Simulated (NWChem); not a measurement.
**RbLi (SMILES [Li][Rb]) at CCSD(T)/def2-TZVPP (core potential)**

Aim: the energy change on altering one bond length of RbLi at CCSD(T)/def2-TZVPP (core potential), from 2 runs. 

The results are computed with NWChem 7.3.0.

### Step 1. The system as given

RbLi: 2 atoms, total charge 0, spin state singlet. As SMILES, `[Li][Rb]`. The shape is that of a PBE0-D4/def2-TZVP optimisation.

Bond lengths: Li1–Rb2 3.553 Å.

### Step 2. A single-point energy at CCSD(T)/def2-TZVPP (core potential)

The input, m1.nw:

```
start m1
title "LiRb ccsd(t)"
memory 2200 mb
charge 0

geometry noautosym nocenter noautoz
Li       0.000000       0.000000      -0.201360
Rb       0.000000       0.000000       3.351730
end

basis "ao basis" spherical bse
Li library def2-TZVPP
Rb library def2-TZVPP
end

ecp bse
Rb library def2-TZVPP
end

scf
thresh 1e-08
maxiter 80
end

ccsd
maxiter 60
end

task ccsd(t) energy
```

Started as:

```bash
$ nwchem m1.nw > m1.out
```

The log of the run:

```text
[...]
  functions       =    59
[...]
  wavefunction    = RHF
[...]
         Total SCF energy =    -31.233701755102
      One-electron energy =    -57.318642716391
      Two-electron energy =     22.063712756264
 Nuclear repulsion energy =      4.021228205025
        Time for solution =      3.8s
[...]
 Total MP2 energy:            -31.377512724519164
[...]
             energy      energy      error      ampl     ampl      Block
                                                time     time      time
[...]
 Total CCSD energy:            -31.400004309614541
[...]
 Total CCSD+T(CCSD) energy:            -31.403226224044754
[...]
 Total CCSD(T) energy:                 -31.403035541912992
[...]
```

It took 63 s on 1 thread of AMD EPYC, shared host; peak memory 0.13 GiB.

### Step 3. The distorted shape

The input, lirb.nw:

```
start lirb
memory total 2200 mb
charge 0
geometry noautosym nocenter noautoz
Li     0.000000     0.000000    -0.734370
Rb     0.000000     0.000000     3.351730
end
basis "ao basis" spherical bse
* library def2-TZVPP
end
ecp bse
Rb library def2-TZVPP
end
scf
thresh 1e-08
maxiter 80
end
ccsd
maxiter 60
end
task ccsd(t) energy
```

Started as:

```bash
$ nwchem lirb.nw > lirb.out
```

The log of the run:

```text
[...]
  functions       =    59
[...]
  wavefunction    = RHF
[...]
         Total SCF energy =    -31.232109440385
      One-electron energy =    -56.221403757766
      Two-electron energy =     21.492613931930
 Nuclear repulsion energy =      3.496680385451
        Time for solution =      4.2s
[...]
 Total MP2 energy:            -31.373581732819719
[...]
             energy      energy      error      ampl     ampl      Block
                                                time     time      time
[...]
 Total CCSD energy:            -31.396406905065440
[...]
 Total CCSD+T(CCSD) energy:            -31.399720828143131
[...]
 Total CCSD(T) energy:                 -31.399509211904370
[...]
```

Wall time 59 s (1 thread of AMD EPYC, shared host); peak memory 0.13 GiB.

### Step 4. Results

At CCSD(T)/def2-TZVPP (core potential):

| quantity | value |
| --- | --- |
| first shape: total energy | -31.40304 Eh |
| first shape: HOMO energy (Hartree–Fock orbitals) | -4.01 eV |
| first shape: LUMO energy (Hartree–Fock orbitals) | -0.02 eV |
| first shape: HOMO–LUMO gap (Hartree–Fock orbitals) | 3.99 eV |
| first shape: correlation energy | -169.3 mEh |
| first shape: (T) correction | -3.03 mEh |
| distorted shape: total energy | -31.39951 Eh |
| distorted shape: HOMO energy (Hartree–Fock orbitals) | -3.83 eV |
| distorted shape: LUMO energy (Hartree–Fock orbitals) | -0.13 eV |
| distorted shape: HOMO–LUMO gap (Hartree–Fock orbitals) | 3.69 eV |
| distorted shape: correlation energy | -167.4 mEh |
| distorted shape: (T) correction | -3.10 mEh |
| energy change with the Li1–Rb2 bond stretched from 3.553 to 4.086 Å | 0.096 eV |

With the Li1–Rb2 bond stretched from 3.553 to 4.086 Å the energy rises by 0.10 eV (9.3 kJ/mol). The first shape isn't relaxed at this level, so the change isn't measured from a minimum. The triples (first shape) make up 1.8 % of the correlation energy. The triples (distorted shape) make up 1.9 % of the correlation energy.
